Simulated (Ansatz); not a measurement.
**RbVTe3 (element-swapped structure): how the settings move a single-point run**

Aim: see which settings change the result for RbVTe3 (element-swapped structure), by how much, and at what cost.

Program: Ansatz 0.2.0. Level of theory: reference: DFT PBE, plane waves, PAW, scalar-relativistic, no spin polarisation. These are calculated values, not measurements.

### Step 1. The structure to begin with

Symmetry: P6_3/mmc, No. 194, hexagonal system. The conventional cell has a = 7.328 Å, b = 7.328 Å, c = 6.220 Å, α = 90.00°, β = 90.00°, γ = 120.00°. Rb (site symmetry -6m2) has 12 Te at 3.66 to 3.78 Å as nearest neighbours. Te (site symmetry mm2) has 2 V at 2.60 Å and 4 Rb at 3.66 to 3.78 Å as nearest neighbours. Around V (site symmetry -3m) lie 6 Te at 2.60 Å.

Coordinates:

```
Rb Te V
1.0
     7.32830    0.00000    0.00000
    -3.66415    6.34650    0.00000
     0.00000    0.00000    6.22038
Rb Te V
2 6 2
Direct
  0.33330 0.66670 0.75000
  0.66660 0.33330 0.25000
  0.16400 0.32800 0.25000
  0.83600 0.16400 0.75000
  0.67200 0.83600 0.25000
  0.83600 0.67200 0.75000
  0.16400 0.83600 0.25000
  0.32800 0.16400 0.75000
  0.00000 0.00000 0.00000
  0.00000 0.00000 0.50000
```

### Step 2. Baseline

Input file input.yaml:

```yaml
crystal:
  lattice:
    - [7.3283, 0.0, 0.0]
    - [-3.66415, 6.346499, 0.0]
    - [0.0, 0.0, 6.220377]
  atoms:
    - { symbol: Rb, position: [0.3333, 0.6667, 0.75] }
    - { symbol: Rb, position: [0.6666, 0.3333, 0.25] }
    - { symbol: Te, position: [0.164, 0.328, 0.25] }
    - { symbol: Te, position: [0.836, 0.164, 0.75] }
    - { symbol: Te, position: [0.672, 0.836, 0.25] }
    - { symbol: Te, position: [0.836, 0.672, 0.75] }
    - { symbol: Te, position: [0.164, 0.836, 0.25] }
    - { symbol: Te, position: [0.328, 0.164, 0.75] }
    - { symbol: V, position: [0.0, 0.0, 0.0] }
    - { symbol: V, position: [0.0, 0.0, 0.5] }
  symmetry: { tolerance: 0.0003 }
kpoints:
  mp_grid: { grid: [3, 3, 3], shift: [0, 0, 0] }
magnetization:
  spin_polarized: false
scf:
  occupations: { method: fermi_dirac, width: 0.0125 }
hamiltonian:
  pseudopotentials: { kind: paw }
  xc: pbe
basis:
  ecutwfc: 420
output:
  forces: true
  stress: true
  eigenvalues: true
```

The run is started by

```
$ ansatz run input.yaml --threads 1 --pin off --max-ram 2560MiB --backend cpu --events-out ev --progress --plain --runs-dir out
```

### Step 3. Changed: starting moments, spin_polarized true

Input file input.yaml:

```yaml
crystal:
  lattice:
    - [7.3283, 0.0, 0.0]
    - [-3.66415, 6.346499, 0.0]
    - [0.0, 0.0, 6.220377]
  atoms:
    - { symbol: Rb, position: [0.3333, 0.6667, 0.75], spin: 0.2 }
    - { symbol: Rb, position: [0.6666, 0.3333, 0.25], spin: 0.2 }
    - { symbol: Te, position: [0.164, 0.328, 0.25], spin: 0.2 }
    - { symbol: Te, position: [0.836, 0.164, 0.75], spin: 0.2 }
    - { symbol: Te, position: [0.672, 0.836, 0.25], spin: 0.2 }
    - { symbol: Te, position: [0.836, 0.672, 0.75], spin: 0.2 }
    - { symbol: Te, position: [0.164, 0.836, 0.25], spin: 0.2 }
    - { symbol: Te, position: [0.328, 0.164, 0.75], spin: 0.2 }
    - { symbol: V, position: [0.0, 0.0, 0.0], spin: 0.2 }
    - { symbol: V, position: [0.0, 0.0, 0.5], spin: 0.2 }
  symmetry: { tolerance: 0.0003 }
kpoints:
  mp_grid: { grid: [3, 3, 3], shift: [0, 0, 0] }
magnetization:
  spin_polarized: true
scf:
  occupations: { method: fermi_dirac, width: 0.0125 }
hamiltonian:
  pseudopotentials: { kind: paw }
  xc: pbe
basis:
  ecutwfc: 420
output:
  forces: true
  stress: true
  eigenvalues: true
```

### Step 4. Variant: pseudopotentials.kind nc, hubbard.sites [{species: V, l: d, u_eff: 2.0}], hubbard.double_counting fll

Changes to input.yaml since step 2:

```diff
@@ -24,4 +24,5 @@
 hamiltonian:
-  pseudopotentials: { kind: paw }
+  pseudopotentials: { kind: nc }
   xc: pbe
+  hubbard: { sites: [{ species: V, l: d, u_eff: 2.0 }], double_counting: fll }
 basis:
```

### Step 5. Changing settings: accuracy high

Changes to input.yaml since step 2:

```diff
@@ -32 +32,6 @@
   eigenvalues: true
+  write_density: true
+  write_potential: true
+  elf: true
+  volumetric_format: npy
+accuracy: high
```

### Step 6. Changed: spin_polarized left out

Changes to input.yaml since step 2:

```diff
@@ -19,4 +19,2 @@
   mp_grid: { grid: [3, 3, 3], shift: [0, 0, 0] }
-magnetization:
-  spin_polarized: false
 scf:
```

Q: Predict the outcome of this session. Wanted: for each run, ending; energy change; pressure; gap; abs. moment; force.

**Answer**, as computed:

```
                                                                                                     run     ending   energy change  pressure (GPa)  gap (eV)  abs. moment (μB)  force (eV/Å)  cycles  time
                                                                                               reference  converged               0             6.0      0.00              0.00          1.19      10  11 s
                                                                1: starting moments, spin_polarized true  converged  -37.6 meV/atom             6.2         -              3.38          1.20      13  34 s
2: pseudopotentials.kind nc, hubbard.sites [{species: V, l: d, u_eff: 2.0}], hubbard.double_counting fll  converged  not comparable             6.8      0.00              0.00          1.59      17  30 s
                                                                                        3: accuracy high  converged    0.0 meV/atom             6.0      0.00              0.00          1.19      12  18 s
                                                                              4: spin_polarized left out  converged    0.0 meV/atom             6.0      0.00              0.00          1.19      10  11 s
```

Times don't compare one to one where runs were asked for different outputs or read a saved state (see the inputs); cycles may leave out searches for a lower state.

Residual by cycle in the longest SCF loop of each run; runs are numbered as in the table. The quantity is the density residual dr2, in eV.

```
cycle  reference    run 1   run 2   run 3   run 4
    1      0.439      4.3     182   0.439   0.439
    2      0.124     1.15     101   0.123   0.124
    4     0.0102   0.0242    39.1   0.011  0.0102
    5     4.1e-4    0.014    20.8  4.5e-4  4.1e-4
    7     2.7e-5   2.8e-4    3.51  2.9e-5  2.7e-5
    8     3.9e-6   1.0e-4     2.6  3.9e-6  3.9e-6
   10     2.8e-8   6.4e-7   0.247  3.3e-8  2.8e-8
   11          -   6.8e-8  0.0248  1.2e-8       -
   13          -  8.3e-11  1.5e-4       -       -
   14          -        -  1.0e-5       -       -
   16          -        -  2.4e-7       -       -
   17          -        -  7.6e-9       -       -
```

Of the converged runs whose energies compare with the reference's, «starting moments, spin_polarized true» moves the energy most (-37.6 meV/atom). Run 2 ran under the cutoff that the potentials recommend, as the log warns, so basis error is mixed into its values, and swamps them where the cutoff is far short. A changed U is a change of model: its shifts are not errors of convergence.

The reference is no final answer either: it has no spin polarisation, so a magnetic state may lie lower; its mesh is coarse for a cell with so small a gap or none; the structure is made up and not relaxed.
